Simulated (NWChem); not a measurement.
**CH7InN2 (SMILES [CH3][In]([NH2])[NH2]) at 3 levels**

We compute a comparison of 3 runs (HF/def2-SVP, PBE0/def2-SVP, SVWN5/def2-SVP) of CH7InN2. 

The calculation is run with NWChem 7.3.0.

## Step 1: The structure to begin with

CH7InN2: 11 atoms, total charge 0, spin state singlet. SMILES: `[CH3][In]([NH2])[NH2]`. The shape is that of a PBE0-D4/def2-TZVP optimisation.

Bond lengths: C1–In2 2.139 Å, In2–N3 2.025 Å, In2–N4 2.025 Å, C1–H5 1.090 Å, C1–H6 1.090 Å, C1–H7 1.091 Å, N3–H8 1.008 Å, N3–H9 1.009 Å, N4–H10 1.008 Å, N4–H11 1.009 Å. Some angles: C1–In2–N3 123.5°, C1–In2–N4 123.5°, N3–In2–N4 112.3°, In2–C1–H5 110.3°, In2–C1–H6 110.3°, In2–C1–H7 109.9°, In2–N3–H8 119.5°, In2–N3–H9 119.5°, In2–N4–H10 119.5°, In2–N4–H11 119.5°.

## Step 2: Energy and gradient at HF/def2-SVP (core potential) (run 1)

The input, job.nw:

```
echo
start job
title "CH7InN2"
memory total 2200 mb

geometry units angstroms noautosym nocenter noautoz
 C     -1.176900     1.584200    -0.078300
 In     0.112100    -0.120200     0.009000
 N      0.685900    -1.000100     1.740300
 N      1.120300    -0.841700    -1.592100
 H     -0.899400     2.225800    -0.914700
 H     -1.111500     2.155400     0.847800
 H     -2.210300     1.261900    -0.215400
 H      0.107300    -0.906300     2.560700
 H      1.087200    -1.925100     1.717500
 H      0.770300    -0.664600    -2.520900
 H      1.514900    -1.769100    -1.553900
end

basis spherical bse
 C library def2-SVP
 In library def2-SVP
 N library def2-SVP
 H library def2-SVP
end

ecp bse
 In library def2-SVP
end

scf
 thresh 1e-08
 maxiter 80
end

task scf gradient
```

On the command line:

```bash
$ nwchem job.nw > job.out
```

The program printed:

```text
[...]
  functions       =   103
[...]
  wavefunction    = RHF
[...]
         Total SCF energy =   -339.926215971856
      One-electron energy =   -929.891655028570
      Two-electron energy =    394.019879808852
 Nuclear repulsion energy =    195.945559247862
        Time for solution =     15.0s
[...]
                         RHF ENERGY GRADIENTS
    atom               coordinates                        gradient
                 x          y          z           x          y          z
   1 C      -2.224019   2.993704  -0.147966    0.004758  -0.004233   0.000451
   2 In      0.211838  -0.227145   0.017008   -0.005697  -0.000013  -0.000747
   3 N       1.296163  -1.889915   3.288690    0.003657   0.007467  -0.007017
   4 N       2.117060  -1.590582  -3.008633    0.001599   0.006767   0.008354
   5 H      -1.699620   4.206152  -1.728532    0.000860  -0.000959  -0.000136
   6 H      -2.100430   4.073115   1.602110    0.000804  -0.000974   0.000234
   7 H      -4.176861   2.384645  -0.407047    0.000912  -0.001458   0.000050
   8 H       0.202768  -1.712659   4.839021   -0.004927   0.001660   0.002539
   9 H       2.054510  -3.637912   3.245604    0.001364  -0.004974  -0.002430
  10 H       1.455656  -1.255912  -4.763810   -0.004115   0.001945  -0.003519
  11 H       2.862746  -3.343114  -2.936445    0.000786  -0.005227   0.002221
[...]
```

It took 20 s on 1 thread of Intel Xeon 6975P-C (Granite Rapids), shared host; peak memory 0.1 GiB.

## Step 3: Energy and forces at PBE0/def2-SVP (core potential) (run 2)

The input, run.py:

```python
from ase import Atoms
from ase.calculators.nwchem import NWChem

molecule = Atoms('CInNNHHHHHHH', positions=[
    [-1.176900, 1.584200, -0.078300],
    [0.112100, -0.120200, 0.009000],
    [0.685900, -1.000100, 1.740300],
    [1.120300, -0.841700, -1.592100],
    [-0.899400, 2.225800, -0.914700],
    [-1.111500, 2.155400, 0.847800],
    [-2.210300, 1.261900, -0.215400],
    [0.107300, -0.906300, 2.560700],
    [1.087200, -1.925100, 1.717500],
    [0.770300, -0.664600, -2.520900],
    [1.514900, -1.769100, -1.553900],
])

calc = NWChem(
    label='m1',
    theory='dft',
    memory='2200 mb',
    basis='def2-SVP',
    basispar='spherical bse',
    dft={'xc': 'pbe0', 'mult': '1', 'grid': 'fine', 'convergence': 'energy 1e-08', 'iterations': '100', 'mulliken': None},
    **{'ecp bse': {'In library': 'def2-SVP'}},
)
molecule.calc = calc

forces = molecule.get_forces()
e = molecule.get_potential_energy()
print(f"E = {e:.6f} eV")
print("forces (eV/A):")
for s, f in zip(molecule.symbols, forces):
    print(f"{s:2s} {f[0]:10.5f} {f[1]:10.5f} {f[2]:10.5f}")
print("dipole (e A):", molecule.get_dipole_moment().round(4))
```

On the command line:

```bash
$ export ASE_NWCHEM_COMMAND="nwchem PREFIX.nwi > PREFIX.nwo"
$ python run.py
```

The program printed:

```text
E = -9296.931926 eV
forces (eV/A):
C     0.08428   -0.12110    0.00381
In   -0.02926    0.03240   -0.00190
N     0.06793    0.15036   -0.07580
N     0.04556    0.13982    0.10603
H     0.07610    0.19093   -0.23469
H     0.01671    0.17149    0.26138
H    -0.28853   -0.09261   -0.03831
H    -0.15298    0.02329    0.26133
H     0.13030   -0.27346    0.01229
H    -0.08192    0.04983   -0.29023
H     0.13185   -0.27094   -0.00396
dipole (e A): [-0.3063 -0.1668 -0.0478]
```

The calculator wrote m1.nwi:

```
title "m1"

permanent_dir m1

scratch_dir m1

start m1

geometry units angstrom nocenter noautosym noautoz
  C  -1.1769000000000001e+00 1.5842000000000001e+00 -7.8299999999999995e-02
  In 1.1210000000000001e-01 -1.2020000000000000e-01 8.9999999999999993e-03
  N  6.8589999999999995e-01 -1.0001000000000000e+00 1.7403000000000000e+00
  N  1.1203000000000001e+00 -8.4170000000000000e-01 -1.5921000000000001e+00
  H  -8.9939999999999998e-01 2.2258000000000000e+00 -9.1469999999999996e-01
  H  -1.1114999999999999e+00 2.1554000000000002e+00 8.4780000000000000e-01
  H  -2.2103000000000002e+00 1.2619000000000000e+00 -2.1540000000000001e-01
  H  1.0730000000000001e-01 -9.0629999999999999e-01 2.5607000000000002e+00
  H  1.0871999999999999e+00 -1.9251000000000000e+00 1.7175000000000000e+00
  H  7.7029999999999998e-01 -6.6459999999999997e-01 -2.5209000000000001e+00
  H  1.5148999999999999e+00 -1.7690999999999999e+00 -1.5539000000000001e+00
end

memory 2200 mb

basis spherical bse noprint
   * library def2-SVP
end

dft
  xc pbe0
  mult 1
  grid fine
  convergence energy 1e-08
  iterations 100
  mulliken
end
ecp bse
  In library def2-SVP
end

task dft gradient
```

m1.nwo:

```text
Northwest Computational Chemistry Package (NWChem) 7.3.0
             --------------------------------------------------------

           Job information
           ---------------

    nwchem branch   = 7.3.0
    use scalapack   = T
    input           = m1.nwi
    prefix          = m1.
    data base       = m1/m1.db
    status          = startup
    nproc           =        1

           Memory information
           ------------------

    heap     =     72089600 doubles =      550.0 Mbytes
    stack    =     72089597 doubles =      550.0 Mbytes
    global   =    144179200 doubles =     1100.0 Mbytes (distinct from heap & stack)
    total    =    288358397 doubles =     2200.0 Mbytes
    verify   = yes
    hardfail = no

[... 114 lines left out ...]
  convergence criterion.
[... 40 lines left out ...]
          Spatial weights used:  Erf1
[... 72 lines left out ...]
         Total DFT energy =     -341.655949392986
[... 3 lines left out ...]
 Nuclear repulsion energy =      195.945559247862
[... 800 lines left out ...]
          Convergence on gradient requested:  5.00D-04
[... 27 lines left out ...]
          total energy or number of iterations.
[... 26 lines left out ...]
                         DFT ENERGY GRADIENTS

    atom               coordinates                        gradient
                 x          y          z           x          y          z
   1 C      -2.224019   2.993704  -0.147966   -0.001639   0.002355  -0.000074
   2 In      0.211838  -0.227145   0.017008    0.000569  -0.000630   0.000037
   3 N       1.296163  -1.889915   3.288690   -0.001321  -0.002924   0.001474
[... 7 lines of this table left out ...]
  11 H       2.862746  -3.343114  -2.936445   -0.002564   0.005269   0.000077

                 ----------------------------------------
                 |  Time  |  1-e(secs)   |  2-e(secs)   |
                 ----------------------------------------
                 |  CPU   |       0.05   |       3.31   |
                 ----------------------------------------
                 |  WALL  |       0.05   |       3.31   |
                 ----------------------------------------

 Task  times  cpu:       23.6s     wall:       23.6s
 Total times  cpu:       23.6s     wall:       23.6s
```

Wall time 25 s (1 thread of Intel Xeon 6975P-C (Granite Rapids), shared host); peak memory 0.13 GiB.

## Step 4: Energy and forces at SVWN5/def2-SVP (core potential) (run 3)

The input, calc.nw:

```
start calc
memory total 2200 mb

geometry units angstrom noautosym nocenter noautoz
 C       -1.176900       1.584200      -0.078300
 In       0.112100      -0.120200       0.009000
 N        0.685900      -1.000100       1.740300
 N        1.120300      -0.841700      -1.592100
 H       -0.899400       2.225800      -0.914700
 H       -1.111500       2.155400       0.847800
 H       -2.210300       1.261900      -0.215400
 H        0.107300      -0.906300       2.560700
 H        1.087200      -1.925100       1.717500
 H        0.770300      -0.664600      -2.520900
 H        1.514900      -1.769100      -1.553900
end

basis spherical bse
 C library def2-SVP
 In library def2-SVP
 N library def2-SVP
 H library def2-SVP
end

ecp bse
 In library def2-SVP
end

dft
 xc slater vwn_5
 mult 1
 grid fine
 convergence energy 1e-08
 iterations 100
 mulliken
 noprint "final vectors analysis"
end

task dft gradient
```

On the command line:

```bash
$ nwchem calc.nw > calc.out
```

The program printed:

```text
[...]
          Wavefunction type:  closed shell.
          No. of atoms     :    11
          No. of electrons :    48
[...]
          Charge           :     0
          Spin multiplicity:     1
[...]
          AO basis - number of functions:   103
[...]
              XC Information
              --------------
                        Slater Exchange Functional  1.000 local
                      VWN V Correlation Functional  1.000 local
[...]
 d= 0,ls=0.0,diis     1   -340.1098443658 -5.36D+02  1.92D-02  9.82D-01     1.9
[...]
 d= 0,ls=0.0,diis    11   -340.2202500306 -9.07D-09  9.54D-07  2.10D-08    14.5
         Total DFT energy =     -340.220250030590
      One electron energy =     -929.863738554782
           Coulomb energy =      430.604505048265
    Exchange-Corr. energy =      -36.906575771935
 Nuclear repulsion energy =      195.945559247862
[...]
  wavefunction    = closed shell
                         DFT ENERGY GRADIENTS
    atom               coordinates                        gradient
                 x          y          z           x          y          z
   1 C      -2.224019   2.993704  -0.147966   -0.007801   0.009819  -0.000528
   2 In      0.211838  -0.227145   0.017008    0.001403  -0.000412   0.000157
   3 N       1.296163  -1.889915   3.288690   -0.001849  -0.011073   0.011779
   4 N       2.117060  -1.590582  -3.008633    0.001353  -0.009857  -0.012872
   5 H      -1.699620   4.206152  -1.728532   -0.003700  -0.006566   0.009215
   6 H      -2.100430   4.073115   1.602110   -0.001351  -0.005795  -0.010335
   7 H      -4.176861   2.384645  -0.407047    0.010610   0.004606   0.001460
   8 H       0.202768  -1.712659   4.839021    0.008550  -0.002766  -0.011362
   9 H       2.054510  -3.637912   3.245604   -0.006520   0.012928   0.001417
  10 H       1.455656  -1.255912  -4.763810    0.005400  -0.003926   0.012895
  11 H       2.862746  -3.343114  -2.936445   -0.006095   0.013041  -0.001826
[...]
```

Wall time 19 s (1 thread of Intel Xeon 6975P-C (Granite Rapids), shared host); peak memory 0.12 GiB.

## Step 5: The series

| run | level | iteration cap | module | energy (Eh) | dipole moment (D) | HOMO energy (eV) | LUMO energy (eV) | wall time |
| --- | --- | --- | --- | --- | --- | --- | --- | --- |
| 1 | HF/def2-SVP (core potential) | 80 | scf | -339.926216 | 2.03 | -9.68 | 2.50 | 20 s |
| 2 | PBE0/def2-SVP (core potential) | 100 | dft | -341.655949 | 1.69 | -6.15 | -0.07 | 25 s |
| 3 | SVWN5/def2-SVP (core potential) | 100 | dft | -340.220250 | 1.57 | – | – | 19 s |

## Step 6: Outcome

```
                       quantity          value
            run 3: total energy  -340.22025 Eh
           run 3: dipole moment         1.57 D
run 3: largest force on an atom     0.837 eV/Å
```

**Reading.** The dipole moment (its size) runs from 1.57 D (SVWN5/def2-SVP) to 2.03 D (HF/def2-SVP). Totals of different functionals can't be ranked against each other. All runs together took 63 s, the longest 25 s.
